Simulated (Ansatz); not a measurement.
# GaO+ (triplet): from Hartree-Fock to the top rungs, cc-pVTZ

The task here is to estimate one member of a computed series from the others.

The runs use Ansatz 0.2.0, Gaussian basis; cc-pVTZ, core rule «outside noble gas», up to 15 orbitals frozen.

To be run: UHF; CCSD(T) on ROHF; CCSD(T) on UHF; BCCD(T) on ROHF; CISD; CCSDT(Q) on ROHF; CCSDT(Q) on UHF.

5 further runs of the same task are left out: 2 for a known fault of the program, 3 set aside as unsound or not needed.

### The system

The geometry is a PBE0/def2-TZVP stationary point (not a proven minimum) of the parent state, kept for this charge and spin. No spin-orbit coupling is included. The filled d shell of Ga may be among the frozen orbitals whatever the setting's name suggests; the logs give the count.

2 atoms, charge 1, spin multiplicity 3.

Atoms are counted from 1 here; the program's logs count them from 0.

Bond lengths: O1–Ga2 1.671 Å.

Set-up of the first run:

Contents of in.yaml:

```yaml
crystal:
  periodic: [false, false, false]
  atoms:
    - {symbol: O, position_ang: [0.000000, 0.000000, 0.000000]}
    - {symbol: Ga, position_ang: [0.000000, 0.000000, 1.671000]}
basis:
  gaussian: {orbitals: cc-pVTZ}
total_charge: 1
magnetization: {spin_polarized: true, initial_magnetization: 2}
hamiltonian: {xc: hf}
output: {orbitals: {seedname: orbitals}}
```

On the command line:

```console
$ ansatz run in.yaml --threads 1 --pin off --events-out ev --progress --plain --max-ram 4096MiB --backend cpu
```

Steps of the session up to this table: UHF; CCSD(T) on ROHF; CCSD(T) on UHF; BCCD(T) on ROHF; CISD; CCSDT(Q) on ROHF; CCSDT(Q) on UHF.

One table of the session follows, with a row left open; its other results are not shown here.

It belongs to the step «Misses and costs». 

| method | from UCCSDT(Q) (kcal/mol) |
| --- | --- |
| ROHF | +152.01 |
| UHF | +146.87 |
| RMP2 | +14.28 |
| UMP2 | +14.55 |
| RCCSD | +6.30 |
| UCCSD | +5.79 |
| RCCSD(T) | +0.96 |
| UCCSD(T) | +0.74 |
| BCCD(T) | +1.04 |
| RCCSDT | ? |
| UCCSDT | +0.28 |
| RCCSDT(Q) | +0.37 |
| UCCSDT(Q) | 0 |

Estimate the missing values for RCCSDT.

As computed: from UCCSDT(Q) (kcal/mol): +0.57. In the column «from UCCSDT(Q) (kcal/mol)» it lies between RCCSDT(Q) (+0.37) and UCCSD(T) (+0.74).

Not comparable, so not listed: CISD (they don't share determinant, frozen orbitals or solution with the rows shown, or repeat one).

To keep in mind: Restricted and unrestricted rows rest on different reference determinants; where their highest levels disagree by more than a few hundredths of an eV, they describe different states and don't form one ladder.
